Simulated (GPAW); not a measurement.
Crystal: InSb3.

```xyz
4
Lattice="4.8064 0.0000 0.0000 0.0000 4.8064 0.0000 0.0000 0.0000 4.8064" Properties=species:S:1:pos:R:3 pbc="T T T"
Sb    2.4032    2.4032    0.0000
Sb    0.0000    2.4032    2.4032
Sb    2.4032    0.0000    2.4032
In    0.0000    0.0000    0.0000
```

The cell comes from a database or a generator and needn't be the stable form of this composition.

- Program: GPAW 26.7.0
- Task: relaxation of cell and atoms
- Functional: PBEsol
- Dispersion: D4
- Potentials or basis: PAW data sets generated in the run's folder for this functional
- Cutoff: 600 eV
- Basis: pw
- k mesh: 5 × 5 × 5
- Occupations: fermi-dirac, width 0.05 eV
- Spin: no spin polarisation

At the start: pressure -4.4 GPa; volume 27.76 Å³/atom.

Q: How do energy, volume and symmetry change on relaxing?

A: Over 4 steps the energy falls by 31.8 meV/atom and the volume is 25.63 Å³/atom (-7.7 %); space group Pm-3m (No. 221, to 0.05 Å).

Step by step:
```csv
step,energy change (eV),largest force (eV/Å),pressure (GPa),volume (Å³)
1,0.0000,0.0000,-4.40,111.03
2,-0.0238,0.0000,-4.04,110.13
3,-0.1250,0.0000,0.62,101.48
4,-0.1271,0.0000,-0.06,102.51
```

Final structure:
```
Sb In
1.0
     4.68014    0.00000    0.00000
     0.00000    4.68014    0.00000
     0.00000    0.00000    4.68014
Sb In
3 1
Direct
  0.50000 0.50000 0.00000
  0.00000 0.50000 0.50000
  0.50000 0.00000 0.50000
  0.00000 0.00000 0.00000
```

Caveat: later steps reuse the first step's grids; pairwise dispersion overbinds metals, which lowers pressure and volume.
